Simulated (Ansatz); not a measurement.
# ClH10NiO5: the cost of one run

Method: the levels named in each step, in Ansatz 0.2.0.

### 1 The structure to begin with

Bond lengths (14 of 16 bonds, heavy atoms first): O1–Ni7 2.183 Å, O2–Ni7 2.218 Å, O3–Ni7 2.245 Å, O4–Ni7 2.233 Å, O5–Ni7 2.249 Å, Cl6–Ni7 2.131 Å, O1–H8 0.963 Å, O1–H9 0.962 Å, O2–H10 0.962 Å, O2–H11 0.963 Å, O3–H12 0.964 Å, O3–H13 0.965 Å, O4–H14 0.965 Å, O4–H15 0.964 Å. Angles (14 of 30 angles, heavy atoms first): O1–Ni7–O2 85.9°, O1–Ni7–O3 89.2°, O1–Ni7–O4 87.5°, O1–Ni7–O5 84.8°, O1–Ni7–Cl6 176.8°, O2–Ni7–O3 171.2°, O2–Ni7–O4 87.5°, O2–Ni7–O5 95.3°, O2–Ni7–Cl6 92.9°, O3–Ni7–O4 85.0°, O3–Ni7–O5 91.5°, O3–Ni7–Cl6 92.3°, O4–Ni7–O5 171.6°, O4–Ni7–Cl6 95.4°.

As a file:

```xyz
17

O     0.6457   -2.2264   -0.2865
O    -0.5562   -0.2169   -2.1599
O     0.4403   -0.3375    2.1761
O    -1.9979   -0.8984    0.4739
O     2.2063    0.3195   -0.4351
Cl   -0.4544    1.9198    0.1567
Ni    0.0438   -0.1442   -0.0255
H     1.5723   -2.3091   -0.5337
H     0.5044   -2.7849    0.4838
H    -0.0453   -0.8107   -2.7188
H    -0.6004    0.6394   -2.5990
H    -0.2764   -0.8362    2.5850
H     0.4254    0.5384    2.5813
H    -2.6364   -0.1761    0.4418
H    -2.2745   -1.5456   -0.1843
H     2.7448    0.2655    0.3622
H     2.3009    1.2185   -0.7724
```

### 2 A rough first relaxation, PBE-D4/def2-SVP

This run stands in another session on the same molecule. It ended at:

```xyz
17

O     0.7095   -2.3902   -0.2509
O    -0.4975   -0.3217   -2.0269
O     0.5967   -0.1715    1.9957
O    -1.8599   -0.9550    0.3748
O     2.0222    0.3395   -0.4111
Cl   -0.5830    1.8169    0.1126
Ni    0.1100   -0.4104   -0.0312
H     1.6542   -2.6358   -0.2903
H     0.2680   -3.1148    0.2335
H     0.1103   -0.5627   -2.7544
H    -0.6867    0.6387   -2.1322
H     0.1229   -0.6750    2.6880
H     0.2482    0.7530    2.0589
H    -2.2151   -0.0433    0.5067
H    -2.2794   -1.2473   -0.4622
H     2.5683    0.3056    0.4022
H     1.7537    1.2888   -0.4676
```

### 3 Relaxation, PBE0-D4/def2-TZVP

Contents of input.yaml:

```yaml
crystal:
  periodic: [false, false, false]
  atoms:
    - { symbol: O, position_ang: [0.70946984, -2.39015663, -0.25085643] }
    - { symbol: O, position_ang: [-0.49747497, -0.32168182, -2.02687074] }
    - { symbol: O, position_ang: [0.59674312, -0.17147231, 1.99569847] }
    - { symbol: O, position_ang: [-1.85987432, -0.95499006, 0.37483143] }
    - { symbol: O, position_ang: [2.02217068, 0.33951588, -0.41114442] }
    - { symbol: Cl, position_ang: [-0.58299521, 1.81692018, 0.11261329] }
    - { symbol: Ni, position_ang: [0.11004764, -0.4103836, -0.03120704] }
    - { symbol: H, position_ang: [1.65418264, -2.63580432, -0.29031787] }
    - { symbol: H, position_ang: [0.26804888, -3.11477256, 0.23353069] }
    - { symbol: H, position_ang: [0.11031368, -0.56269185, -2.75435485] }
    - { symbol: H, position_ang: [-0.68670217, 0.63874108, -2.13219886] }
    - { symbol: H, position_ang: [0.12293501, -0.67502196, 2.68802373] }
    - { symbol: H, position_ang: [0.24815538, 0.75298351, 2.05889363] }
    - { symbol: H, position_ang: [-2.21509594, -0.04326127, 0.50666386] }
    - { symbol: H, position_ang: [-2.27941749, -1.24729494, -0.4622] }
    - { symbol: H, position_ang: [2.56825838, 0.30557759, 0.40224851] }
    - { symbol: H, position_ang: [1.75372486, 1.28883307, -0.46761341] }
magnetization:
  spin_polarized: true
  initial_magnetization: 2
total_charge: 1
basis:
  gaussian: { orbitals: def2-TZVP }
hamiltonian:
  xc: pbe0
  dispersion: d4
relax:
  f_tol: 0.004
  max_steps: 150
```

Started as:

```sh
> ansatz run input.yaml --threads 4 --pin off --max-ram 10240MiB --backend cpu --events-out ev --progress --plain --runs-dir out
```

**Question.** How long does this run take on 4 threads of Arm Neoverse N1, shared host, and how much memory does it need?

About 8.6 min, with a peak of 1.7 GiB.
